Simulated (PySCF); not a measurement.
# Solver options tried on GaBr

The same problem is solved with other solver options, one edit a run.

Method: each script names its method and basis; program: PySCF 2.14.0.

1 further run of the same task is left out (it didn't finish).

## Step 1: Starting geometry

GaBr: 2 atoms, charge 0, spin multiplicity 1.

Bond lengths: Ga1–Br2 2.320 Å.

## Step 2: The run that the others are compared with

input.py

```python
from pyscf import gto, scf

mol = gto.M(
    atom='Ga 0 0 0; Br 0 0 2.32',
    basis='cc-pvdz-dk',
    charge=0,
    spin=0,
    symmetry=True,
    verbose=3,
)
mf = scf.RHF(mol)
mf = mf.sfx2c1e()
mf.kernel()
mf.analyze()
print('orbital energies (hartree):', mf.mo_energy[..., max(0, mol.nelec[1]-3):mol.nelec[0]+3].round(4))
```

Run with:

```
> OMP_NUM_THREADS=1 python input.py
```

The log of this run is left out.

It gives: E(SCF) = -4546.524817 Eh, μ = 2.30 D.

The bond length is a typed value, not an optimised one.

## Step 3: Level shift 0.3 hartree

Variant 1 changes level shift: none → 0.3 hartree.

Changes to input.py since step 2:

```diff
@@ -12,2 +12,3 @@
 mf = mf.sfx2c1e()
+mf.level_shift = 0.3
 mf.kernel()
```

Run with:

```
> OMP_NUM_THREADS=1 python input.py
```

Standard output:

```text
converged SCF energy = -4546.52481734595
Wave-function symmetry id = 0
occupancy for each irrep:     A1  E1x  E1y  E2x  E2y
                              15    7    7    2    2
**** MO energy ****
MO #1 (A1 #1), energy= -498.12305115285 occ= 2
MO #2 (A1 #2), energy= -383.718501083863 occ= 2
MO #3 (A1 #3), energy= -67.0329704061014 occ= 2
MO #4 (A1 #4), energy= -58.9364815064539 occ= 2
MO #5 (E1x #1), energy= -58.9361978709168 occ= 2
MO #6 (E1y #1), energy= -58.9361978709168 occ= 2
MO #7 (A1 #5), energy= -49.3151239621378 occ= 2
MO #8 (E1x #2), energy= -42.7741209097982 occ= 2
MO #9 (E1y #2), energy= -42.7741209097982 occ= 2
MO #10 (A1 #6), energy= -42.7733543316724 occ= 2
MO #11 (A1 #7), energy= -10.1324917922818 occ= 2
MO #12 (A1 #8), energy= -7.48845778063519 occ= 2
MO #13 (E1x #3), energy= -7.48540927083061 occ= 2
MO #14 (E1y #3), energy= -7.48540927083061 occ= 2
MO #15 (A1 #9), energy= -6.60868624195353 occ= 2
MO #16 (E1x #4), energy= -4.55479255668688 occ= 2
MO #17 (E1y #4), energy= -4.55479255668688 occ= 2
MO #18 (A1 #10), energy= -4.55199069950971 occ= 2
MO #19 (A1 #11), energy= -3.08963848559335 occ= 2
MO #20 (E1x #5), energy= -3.08825267289102 occ= 2
MO #21 (E1y #5), energy= -3.08825267289102 occ= 2
MO #22 (E2x #1), energy= -3.0853293368181 occ= 2
MO #23 (E2y #1), energy= -3.0853293368181 occ= 2
MO #24 (A1 #12), energy= -1.19290313393749 occ= 2
MO #25 (E2x #2), energy= -1.19239939205354 occ= 2
MO #26 (E2y #2), energy= -1.19239939205354 occ= 2
MO #27 (E1x #6), energy= -1.18889126630638 occ= 2
MO #28 (E1y #6), energy= -1.18889126630638 occ= 2
MO #29 (A1 #13), energy= -1.00310750821533 occ= 2
MO #30 (A1 #14), energy= -0.528204812713978 occ= 2
MO #31 (E1x #7), energy= -0.406676527424415 occ= 2
MO #32 (E1y #7), energy= -0.406676527424415 occ= 2
MO #33 (A1 #15), energy= -0.341737565098987 occ= 2
MO #34 (E1x #8), energy= 0.0359774915618711 occ= 0
MO #35 (E1y #8), energy= 0.0359774915618711 occ= 0
MO #36 (A1 #16), energy= 0.121250228308826 occ= 0
MO #37 (A1 #17), energy= 0.267317845073441 occ= 0
MO #38 (E1x #9), energy= 0.361245998427189 occ= 0
MO #39 (E1y #9), energy= 0.361245998427189 occ= 0
MO #40 (A1 #18), energy= 0.370658555108038 occ= 0
MO #41 (E2x #3), energy= 0.464448103072776 occ= 0
MO #42 (E2y #3), energy= 0.464448103072776 occ= 0
MO #43 (E1x #10), energy= 0.476242121932507 occ= 0
MO #44 (E1y #10), energy= 0.476242121932507 occ= 0
MO #45 (A1 #19), energy= 0.540570013444794 occ= 0
MO #46 (E1x #11), energy= 0.761312708080693 occ= 0
MO #47 (E1y #11), energy= 0.761312708080693 occ= 0
MO #48 (A1 #20), energy= 0.811309740745862 occ= 0
MO #49 (E2x #4), energy= 0.81479237917009 occ= 0
MO #50 (E2y #4), energy= 0.81479237917009 occ= 0
MO #51 (A1 #21), energy= 0.855339044202913 occ= 0
MO #52 (E1x #12), energy= 0.95776350013099 occ= 0
MO #53 (E1y #12), energy= 0.95776350013099 occ= 0
MO #54 (A1 #22), energy= 1.26538780887027 occ= 0
 ** Mulliken atomic charges  **
charge of    0Ga =      0.35669
charge of    1Br =     -0.35669
Dipole moment(X, Y, Z, Debye): -0.00000, -0.00000, -2.30406
orbital energies (hartree): [-0.4067 -0.4067 -0.3417  0.036   0.036   0.1213]
```

It took 1.6 s on 1 thread of Arm Neoverse V1, shared host.

Result: E(SCF) = -4546.524817 Eh (no change), μ = 2.30 D.

## Step 4: Damping 0.95

Variant 2 changes damping: none → 0.95.

Changes to input.py since step 2:

```diff
@@ -12,2 +12,4 @@
 mf = mf.sfx2c1e()
+mf.damp = 0.95
+mf.diis_start_cycle = 8
 mf.kernel()
```

Run with:

```
> OMP_NUM_THREADS=1 python input.py
```

Standard output:

```text
converged SCF energy = -4546.52481734595
Wave-function symmetry id = 0
occupancy for each irrep:     A1  E1x  E1y  E2x  E2y
                              15    7    7    2    2
**** MO energy ****
MO #1 (A1 #1), energy= -498.123052223572 occ= 2
MO #2 (A1 #2), energy= -383.718502059855 occ= 2
MO #3 (A1 #3), energy= -67.0329714667732 occ= 2
MO #4 (A1 #4), energy= -58.9364825801626 occ= 2
MO #5 (E1x #1), energy= -58.9361989268501 occ= 2
MO #6 (E1y #1), energy= -58.9361989268501 occ= 2
MO #7 (A1 #5), energy= -49.3151248768195 occ= 2
MO #8 (E1x #2), energy= -42.7741218516082 occ= 2
MO #9 (E1y #2), energy= -42.7741218516082 occ= 2
MO #10 (A1 #6), energy= -42.7733552479831 occ= 2
MO #11 (A1 #7), energy= -10.1324928380871 occ= 2
MO #12 (A1 #8), energy= -7.48845889241928 occ= 2
MO #13 (E1x #3), energy= -7.48541028214233 occ= 2
MO #14 (E1y #3), energy= -7.48541028214233 occ= 2
MO #15 (A1 #9), energy= -6.60868699830912 occ= 2
MO #16 (E1x #4), energy= -4.55479335889841 occ= 2
MO #17 (E1y #4), energy= -4.55479335889841 occ= 2
MO #18 (A1 #10), energy= -4.55199139950182 occ= 2
MO #19 (A1 #11), energy= -3.08963960991548 occ= 2
MO #20 (E1x #5), energy= -3.08825375805504 occ= 2
MO #21 (E1y #5), energy= -3.08825375805504 occ= 2
MO #22 (E2x #1), energy= -3.08533030319393 occ= 2
MO #23 (E2y #1), energy= -3.08533030319393 occ= 2
MO #24 (A1 #12), energy= -1.1929037869585 occ= 2
MO #25 (E2x #2), energy= -1.19240019807671 occ= 2
MO #26 (E2y #2), energy= -1.19240019807671 occ= 2
MO #27 (E1x #6), energy= -1.18889196609574 occ= 2
MO #28 (E1y #6), energy= -1.18889196609574 occ= 2
MO #29 (A1 #13), energy= -1.00310851002005 occ= 2
MO #30 (A1 #14), energy= -0.528205416604278 occ= 2
MO #31 (E1x #7), energy= -0.406677591505383 occ= 2
MO #32 (E1y #7), energy= -0.406677591505383 occ= 2
MO #33 (A1 #15), energy= -0.341737536876394 occ= 2
MO #34 (E1x #8), energy= 0.0359774756483233 occ= 0
MO #35 (E1y #8), energy= 0.0359774756483233 occ= 0
MO #36 (A1 #16), energy= 0.121250304475173 occ= 0
MO #37 (A1 #17), energy= 0.267317524769223 occ= 0
MO #38 (E1x #9), energy= 0.361245701969357 occ= 0
MO #39 (E1y #9), energy= 0.361245701969357 occ= 0
MO #40 (A1 #18), energy= 0.370658686681446 occ= 0
MO #41 (E2x #3), energy= 0.464447834571187 occ= 0
MO #42 (E2y #3), energy= 0.464447834571187 occ= 0
MO #43 (E1x #10), energy= 0.476241890067614 occ= 0
MO #44 (E1y #10), energy= 0.476241890067614 occ= 0
MO #45 (A1 #19), energy= 0.540569838317409 occ= 0
MO #46 (E1x #11), energy= 0.761311892007415 occ= 0
MO #47 (E1y #11), energy= 0.761311892007415 occ= 0
MO #48 (A1 #20), energy= 0.811309072577564 occ= 0
MO #49 (E2x #4), energy= 0.814791500028833 occ= 0
MO #50 (E2y #4), energy= 0.814791500028833 occ= 0
MO #51 (A1 #21), energy= 0.855338344090355 occ= 0
MO #52 (E1x #12), energy= 0.957762765677097 occ= 0
MO #53 (E1y #12), energy= 0.957762765677097 occ= 0
MO #54 (A1 #22), energy= 1.26538698378526 occ= 0
 ** Mulliken atomic charges  **
charge of    0Ga =      0.35669
charge of    1Br =     -0.35669
Dipole moment(X, Y, Z, Debye): -0.00000, -0.00000, -2.30402
orbital energies (hartree): [-0.4067 -0.4067 -0.3417  0.036   0.036   0.1213]
```

Run time: 1.6 s. Hardware: 1 thread of Arm Neoverse V1, shared host.

Result: E(SCF) = -4546.524817 Eh (no change), μ = 2.30 D.

The script also starts DIIS later, which adds to the count of cycles.

## Step 5: DIIS space 2

Variant 3 changes DIIS space: default → 2.

Changes to input.py since step 2:

```diff
@@ -12,2 +12,3 @@
 mf = mf.sfx2c1e()
+mf.diis_space = 2
 mf.kernel()
```

Run with:

```
> OMP_NUM_THREADS=1 python input.py
```

Standard output:

```text
converged SCF energy = -4546.52481734593
Wave-function symmetry id = 0
occupancy for each irrep:     A1  E1x  E1y  E2x  E2y
                              15    7    7    2    2
**** MO energy ****
MO #1 (A1 #1), energy= -498.123054395192 occ= 2
MO #2 (A1 #2), energy= -383.71850171078 occ= 2
MO #3 (A1 #3), energy= -67.0329734710266 occ= 2
MO #4 (A1 #4), energy= -58.9364845624345 occ= 2
MO #5 (E1x #1), energy= -58.9362009775627 occ= 2
MO #6 (E1y #1), energy= -58.9362009775627 occ= 2
MO #7 (A1 #5), energy= -49.315124520965 occ= 2
MO #8 (E1x #2), energy= -42.7741214782621 occ= 2
MO #9 (E1y #2), energy= -42.7741214782621 occ= 2
MO #10 (A1 #6), energy= -42.7733549097811 occ= 2
MO #11 (A1 #7), energy= -10.132494414657 occ= 2
MO #12 (A1 #8), energy= -7.48846026674165 occ= 2
MO #13 (E1x #3), energy= -7.48541194458891 occ= 2
MO #14 (E1y #3), energy= -7.48541194458891 occ= 2
MO #15 (A1 #9), energy= -6.60868685716891 occ= 2
MO #16 (E1x #4), energy= -4.55479318223855 occ= 2
MO #17 (E1y #4), energy= -4.55479318223855 occ= 2
MO #18 (A1 #10), energy= -4.55199134771241 occ= 2
MO #19 (A1 #11), energy= -3.08964090066898 occ= 2
MO #20 (E1x #5), energy= -3.08825518594598 occ= 2
MO #21 (E1y #5), energy= -3.08825518594598 occ= 2
MO #22 (E2x #1), energy= -3.08533211619641 occ= 2
MO #23 (E2y #1), energy= -3.08533211619641 occ= 2
MO #24 (A1 #12), energy= -1.19290385809641 occ= 2
MO #25 (E2x #2), energy= -1.19239997583862 occ= 2
MO #26 (E2y #2), energy= -1.19239997583862 occ= 2
MO #27 (E1x #6), energy= -1.18889195221538 occ= 2
MO #28 (E1y #6), energy= -1.18889195221538 occ= 2
MO #29 (A1 #13), energy= -1.00310906758669 occ= 2
MO #30 (A1 #14), energy= -0.528205656505701 occ= 2
MO #31 (E1x #7), energy= -0.406677630108901 occ= 2
MO #32 (E1y #7), energy= -0.406677630108901 occ= 2
MO #33 (A1 #15), energy= -0.341738321209598 occ= 2
MO #34 (E1x #8), energy= 0.0359774234474158 occ= 0
MO #35 (E1y #8), energy= 0.0359774234474158 occ= 0
MO #36 (A1 #16), energy= 0.12125010030251 occ= 0
MO #37 (A1 #17), energy= 0.267317545423311 occ= 0
MO #38 (E1x #9), energy= 0.361245672233463 occ= 0
MO #39 (E1y #9), energy= 0.361245672233463 occ= 0
MO #40 (A1 #18), energy= 0.370658625940111 occ= 0
MO #41 (E2x #3), energy= 0.464447860474842 occ= 0
MO #42 (E2y #3), energy= 0.464447860474842 occ= 0
MO #43 (E1x #10), energy= 0.476241859853653 occ= 0
MO #44 (E1y #10), energy= 0.476241859853653 occ= 0
MO #45 (A1 #19), energy= 0.540569726340956 occ= 0
MO #46 (E1x #11), energy= 0.761311514517582 occ= 0
MO #47 (E1y #11), energy= 0.761311514517582 occ= 0
MO #48 (A1 #20), energy= 0.811308538570822 occ= 0
MO #49 (E2x #4), energy= 0.814790943558836 occ= 0
MO #50 (E2y #4), energy= 0.814790943558836 occ= 0
MO #51 (A1 #21), energy= 0.855337911645984 occ= 0
MO #52 (E1x #12), energy= 0.957762357853575 occ= 0
MO #53 (E1y #12), energy= 0.957762357853575 occ= 0
MO #54 (A1 #22), energy= 1.26538662166257 occ= 0
 ** Mulliken atomic charges  **
charge of    0Ga =      0.35669
charge of    1Br =     -0.35669
Dipole moment(X, Y, Z, Debye): -0.00000, -0.00000, -2.30406
orbital energies (hartree): [-0.4067 -0.4067 -0.3417  0.036   0.036   0.1213]
```

It took 1.5 s on 1 thread of Arm Neoverse V1, shared host.

Outcome: E(SCF) = -4546.524817 Eh (no change), μ = 2.30 D.

## Step 6: DIIS space 12

Variant 4 changes DIIS space: default → 12.

Changes to input.py since step 2:

```diff
@@ -12,2 +12,3 @@
 mf = mf.sfx2c1e()
+mf.diis_space = 12
 mf.kernel()
```

Run with:

```
> OMP_NUM_THREADS=1 python input.py
```

Standard output:

```text
converged SCF energy = -4546.52481734595
Wave-function symmetry id = 0
occupancy for each irrep:     A1  E1x  E1y  E2x  E2y
                              15    7    7    2    2
**** MO energy ****
MO #1 (A1 #1), energy= -498.123052452386 occ= 2
MO #2 (A1 #2), energy= -383.718502126079 occ= 2
MO #3 (A1 #3), energy= -67.03297167903 occ= 2
MO #4 (A1 #4), energy= -58.9364827947953 occ= 2
MO #5 (E1x #1), energy= -58.9361991410637 occ= 2
MO #6 (E1y #1), energy= -58.9361991410637 occ= 2
MO #7 (A1 #5), energy= -49.315124932165 occ= 2
MO #8 (E1x #2), energy= -42.7741219084403 occ= 2
MO #9 (E1y #2), energy= -42.7741219084403 occ= 2
MO #10 (A1 #6), energy= -42.7733553045293 occ= 2
MO #11 (A1 #7), energy= -10.1324930087678 occ= 2
MO #12 (A1 #8), energy= -7.48845906242681 occ= 2
MO #13 (E1x #3), energy= -7.48541045068473 occ= 2
MO #14 (E1y #3), energy= -7.48541045068473 occ= 2
MO #15 (A1 #9), energy= -6.60868701315222 occ= 2
MO #16 (E1x #4), energy= -4.55479337183975 occ= 2
MO #17 (E1y #4), energy= -4.55479337183975 occ= 2
MO #18 (A1 #10), energy= -4.5519914107289 occ= 2
MO #19 (A1 #11), energy= -3.0896397788766 occ= 2
MO #20 (E1x #5), energy= -3.08825392661053 occ= 2
MO #21 (E1y #5), energy= -3.08825392661053 occ= 2
MO #22 (E2x #1), energy= -3.08533046959601 occ= 2
MO #23 (E2y #1), energy= -3.08533046959601 occ= 2
MO #24 (A1 #12), energy= -1.19290379365586 occ= 2
MO #25 (E2x #2), energy= -1.19240020594058 occ= 2
MO #26 (E2y #2), energy= -1.19240020594058 occ= 2
MO #27 (E1x #6), energy= -1.18889197333549 occ= 2
MO #28 (E1y #6), energy= -1.18889197333549 occ= 2
MO #29 (A1 #13), energy= -1.00310857276635 occ= 2
MO #30 (A1 #14), energy= -0.528205440511807 occ= 2
MO #31 (E1x #7), energy= -0.406677646064128 occ= 2
MO #32 (E1y #7), energy= -0.406677646064128 occ= 2
MO #33 (A1 #15), energy= -0.341737536260438 occ= 2
MO #34 (E1x #8), energy= 0.0359774889811471 occ= 0
MO #35 (E1y #8), energy= 0.0359774889811471 occ= 0
MO #36 (A1 #16), energy= 0.121250305652777 occ= 0
MO #37 (A1 #17), energy= 0.267317532621415 occ= 0
MO #38 (E1x #9), energy= 0.361245718799143 occ= 0
MO #39 (E1y #9), energy= 0.361245718799143 occ= 0
MO #40 (A1 #18), energy= 0.370658688049055 occ= 0
MO #41 (E2x #3), energy= 0.464447854979679 occ= 0
MO #42 (E2y #3), energy= 0.464447854979679 occ= 0
MO #43 (E1x #10), energy= 0.47624189369238 occ= 0
MO #44 (E1y #10), energy= 0.47624189369238 occ= 0
MO #45 (A1 #19), energy= 0.540569815396885 occ= 0
MO #46 (E1x #11), energy= 0.761311839195024 occ= 0
MO #47 (E1y #11), energy= 0.761311839195024 occ= 0
MO #48 (A1 #20), energy= 0.811309013200389 occ= 0
MO #49 (E2x #4), energy= 0.814791435872571 occ= 0
MO #50 (E2y #4), energy= 0.814791435872571 occ= 0
MO #51 (A1 #21), energy= 0.855338322461499 occ= 0
MO #52 (E1x #12), energy= 0.957762711382418 occ= 0
MO #53 (E1y #12), energy= 0.957762711382418 occ= 0
MO #54 (A1 #22), energy= 1.26538693903885 occ= 0
 ** Mulliken atomic charges  **
charge of    0Ga =      0.35669
charge of    1Br =     -0.35669
Dipole moment(X, Y, Z, Debye): -0.00000, -0.00000, -2.30402
orbital energies (hartree): [-0.4067 -0.4067 -0.3417  0.036   0.036   0.1213]
```

It took 1.5 s on 1 thread of Arm Neoverse V1, shared host.

Result: E(SCF) = -4546.524817 Eh (no change), μ = 2.30 D.

## Step 7: Point-group symmetry off

Variant 5 changes point-group symmetry: on → off.

Changes to input.py since step 2:

```diff
@@ -7,3 +7,2 @@
     spin=0,
-    symmetry=True,
     verbose=3,
```

Run with:

```
> OMP_NUM_THREADS=1 python input.py
```

Standard output:

```text
converged SCF energy = -4546.52481734596
**** MO energy ****
MO #1   energy= -498.123052452391  occ= 2
MO #2   energy= -383.71850212609   occ= 2
MO #3   energy= -67.032971679035   occ= 2
MO #4   energy= -58.9364827948008  occ= 2
MO #5   energy= -58.9361991410736  occ= 2
MO #6   energy= -58.9361991410564  occ= 2
MO #7   energy= -49.3151249321742  occ= 2
MO #8   energy= -42.7741219084557  occ= 2
MO #9   energy= -42.7741219084242  occ= 2
MO #10  energy= -42.7733553045382  occ= 2
MO #11  energy= -10.1324930087718  occ= 2
MO #12  energy= -7.4884590624307   occ= 2
MO #13  energy= -7.48541045069224  occ= 2
MO #14  energy= -7.48541045068795  occ= 2
MO #15  energy= -6.60868701315917  occ= 2
MO #16  energy= -4.55479337187277  occ= 2
MO #17  energy= -4.55479337184641  occ= 2
MO #18  energy= -4.55199141073576  occ= 2
MO #19  energy= -3.08963977888046  occ= 2
MO #20  energy= -3.08825392663302  occ= 2
MO #21  energy= -3.08825392661371  occ= 2
MO #22  energy= -3.08533046960038  occ= 2
MO #23  energy= -3.08533046959679  occ= 2
MO #24  energy= -1.1929037936626   occ= 2
MO #25  energy= -1.19240020594735  occ= 2
MO #26  energy= -1.19240020594197  occ= 2
MO #27  energy= -1.1888919733447   occ= 2
MO #28  energy= -1.18889197332644  occ= 2
MO #29  energy= -1.00310857276853  occ= 2
MO #30  energy= -0.528205440514674 occ= 2
MO #31  energy= -0.406677646067403 occ= 2
MO #32  energy= -0.406677646054731 occ= 2
MO #33  energy= -0.341737536263149 occ= 2
MO #34  energy= 0.0359774889758955 occ= 0
MO #35  energy= 0.03597748898678   occ= 0
MO #36  energy= 0.121250305650969  occ= 0
MO #37  energy= 0.267317532618785  occ= 0
MO #38  energy= 0.361245718790803  occ= 0
MO #39  energy= 0.361245718800176  occ= 0
MO #40  energy= 0.370658688046407  occ= 0
MO #41  energy= 0.464447854976505  occ= 0
MO #42  energy= 0.46444785498245   occ= 0
MO #43  energy= 0.476241893688987  occ= 0
MO #44  energy= 0.476241893721138  occ= 0
MO #45  energy= 0.54056981539587   occ= 0
MO #46  energy= 0.761311839187998  occ= 0
MO #47  energy= 0.761311839193732  occ= 0
MO #48  energy= 0.811309013199933  occ= 0
MO #49  energy= 0.814791435871406  occ= 0
MO #50  energy= 0.81479143589171   occ= 0
MO #51  energy= 0.85533832245812   occ= 0
MO #52  energy= 0.957762711363593  occ= 0
MO #53  energy= 0.957762711381503  occ= 0
MO #54  energy= 1.26538693903685   occ= 0
 ** Mulliken atomic charges  **
charge of    0Ga =      0.35669
charge of    1Br =     -0.35669
Dipole moment(X, Y, Z, Debye): -0.00000,  0.00000, -2.30402
orbital energies (hartree): [-0.4067 -0.4067 -0.3417  0.036   0.036   0.1213]
```

It took 1.4 s on 1 thread of Arm Neoverse V1, shared host.

This run: E(SCF) = -4546.524817 Eh (no change), μ = 2.30 D.

## Step 8: Side by side

```tsv
run	E(SCF) (hartree)	from base (eV)	gap (eV)	SCF dipole (D)
base	-4546.524817	0	10.28	2.30
level shift 0.3 hartree	-4546.524817	0.0000	10.28	2.30
damping 0.95	-4546.524817	0.0000	10.28	2.30
DIIS space 2	-4546.524817	0.0000	10.28	2.30
DIIS space 12	-4546.524817	0.0000	10.28	2.30
point-group symmetry off	-4546.524817	0.0000	10.28	2.30
```

Wall time on 1 thread of Arm Neoverse V1, shared host, start-up included: base 1.6 s; level shift 0.3 hartree 1.6 s; damping 0.95 1.6 s; DIIS space 2 1.5 s; DIIS space 12 1.5 s; point-group symmetry off 1.4 s.

**Reading.** No change of the SCF energy comes from level shift 0.3 hartree or damping 0.95 or DIIS space 2 or DIIS space 12 or point-group symmetry off.
